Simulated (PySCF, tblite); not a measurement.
# C4H14P2Si2: geometry, infrared bands and NMR shifts

What infrared bands and NMR shifts should C4H14P2Si2 (`CC(C)(C)[SiH]1P[SiH2]P1`) show?

The runs use tblite 0.8.0 and PySCF 2.14.0, with density-fitted response routines of our own; the level of theory stands in each step. All values are computed, except where a source is named. Atoms count from 0, in the outputs and in this text.

### Step 1. The molecule as given

22 atoms, charge 0, multiplicity 1; geometry from: force field or distance geometry start.

Bonds of the start (Å): C0–C1 1.53, C1–C2 1.48, C1–C3 1.51, C1–Si4 1.86, Si4–P5 2.21, P5–Si6 2.20, Si6–P7 2.21, P7–Si4 2.22, C0–H8 1.12, C0–H9 1.12, C0–H10 1.11, C2–H11 1.12, C2–H12 1.09, C2–H13 1.11, C3–H14 1.11, C3–H15 1.12, C3–H16 1.11, Si4–H17 1.47, P5–H18 1.43, Si6–H19 1.47, Si6–H20 1.48, P7–H21 1.46.

### Step 2. Relaxing the molecule with GFN2-xTB

What the job is given:

```
{"job": {"kind": "relax", "xc": "GFN2-xTB", "basis": "xTB"}, "charge": 0, "multiplicity": 1}
C     -1.158000    -1.038400     1.085900
C     -1.064100     0.054200     0.022300
C     -2.375500     0.227800    -0.634500
C     -0.666700     1.357700     0.679000
Si     0.302400    -0.489800    -1.117800
P      1.729100    -1.658700     0.100500
Si     3.233700    -0.062200    -0.099900
P      1.884900     1.021000    -1.476800
H     -0.318600    -1.759400     0.939700
H     -1.003000    -0.531800     2.069000
H     -2.147500    -1.549600     1.063700
H     -2.486600     1.312000    -0.887000
H     -2.529900    -0.357400    -1.544800
H     -3.163600     0.034500     0.130000
H     -0.538100     2.161800    -0.072300
H      0.328900     1.178300     1.162300
H     -1.415600     1.605100     1.460600
H     -0.138000    -1.139000    -2.355700
H      2.084100    -2.943200    -0.424200
H      4.518800    -0.470600    -0.674100
H      3.370600     0.716000     1.146400
H      1.542100     2.350900    -0.973900
```

Started as:

```bash
OMP_NUM_THREADS=1 python probes_run.py task.json out
```

One launch serves the whole session: the jobs run in the order shown.

**Question.** This job is followed by: GFN2-xTB harmonic vibrations, gas phase; GIAO PBE0/pcSseg-1 NMR shielding, non-relativistic, gas phase. What will the session give for the following? strongest single infrared mode (GFN2-xTB); zero-point energy (GFN2-xTB); ¹³C shifts against TMS (PBE0/pcSseg-1, means over atoms taken as alike); ¹H shifts against TMS (PBE0/pcSseg-1, means over atoms taken as alike); ²⁹Si shifts against TMS (PBE0/pcSseg-1); ³¹P shifts against H3PO4 (PBE0/pcSseg-1, means over atoms taken as alike).

The runs gave:

| quantity | value |
| --- | --- |
| strongest single infrared mode (GFN2-xTB) | 609 cm⁻¹, 352 km/mol |
| zero-point energy (GFN2-xTB) | 103.7 kcal/mol |
| ¹³C shifts against TMS (PBE0/pcSseg-1, means over atoms taken as alike) | 25.9, 23.4 ppm |
| ¹H shifts against TMS (PBE0/pcSseg-1, means over atoms taken as alike) | 5.15, 4.95, 4.87, 2.35, 1.06 ppm |
| ²⁹Si shifts against TMS (PBE0/pcSseg-1) | -12.7, -70.1 ppm |
| ³¹P shifts against H3PO4 (PBE0/pcSseg-1, means over atoms taken as alike) | -287.0 ppm |

**Reading.** Over 136 steps the energy fell by 1.462 eV; of the close pairs, P7–H21 changed most, 1.463 to 1.380 Å. No mode is imaginary among the 60: a minimum at this level. The strongest single mode, at 609 cm⁻¹, is spread over many atoms; the largest shares are those of H20, H21. Unscaled tight-binding wavenumbers are off by several per cent, some by more. Its intensities can rank the bands wrongly. At PBE0/pcSseg-1: The widest tensor belongs to P5, P7: span 216 ppm, with a paramagnetic part of -364 ppm.
